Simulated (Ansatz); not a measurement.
The system is Sr2SO.

```
Sr S O
1.0
     4.04324    0.00000    0.00000
     0.00000    4.04324    0.00000
     0.00000    0.00000    5.71800
Sr S O
2 1 1
Cartesian
  2.0216 2.0216 2.8590
  0.0000 0.0000 0.0000
  0.0000 0.0000 2.8590
  2.0216 2.0216 0.0000
```

The cell comes from a database or a generator and needn't be the stable form of this composition.

Base run:

| Item | Value |
| --- | --- |
| Program | Ansatz 0.2.0 |
| Functional | r2SCAN0 |
| Potentials or basis | Ansatz PAW |
| Cutoff | 500 eV (not typed: the program's choice for these potentials) |
| k mesh | 4 × 4 × 3 |
| Occupations | fermi-dirac, width 0.05 eV |
| Spin | no spin polarisation |

Its results: band gap on the k mesh 4.45 eV, direct; pressure -1.5 GPa.

Q: The run is repeated on the same cell with these changes: functional from r2SCAN0 to BLYP; cutoff from 500 eV (not typed: the program's choice for these potentials) to 420 eV (not typed: the program's choice for these potentials). What comes out?

A: Band gap on the k mesh 2.37 eV, direct; pressure 1.9 GPa.

r2SCAN0 gives the wider gap, since exact exchange removes part of the self-interaction.

Caveats: odd divisions of the mesh miss points on the zone boundary, where band edges often lie, so the gap on the mesh can be too wide; the PAW data sets come from PBE, with cores solved anew for the run's functional, which leaves a small shift of forces and pressure; the density of states is complete only up to the lowest level of the last band computed; the thresholds are loose for stress (some runs).

A k mesh can miss the band edges.
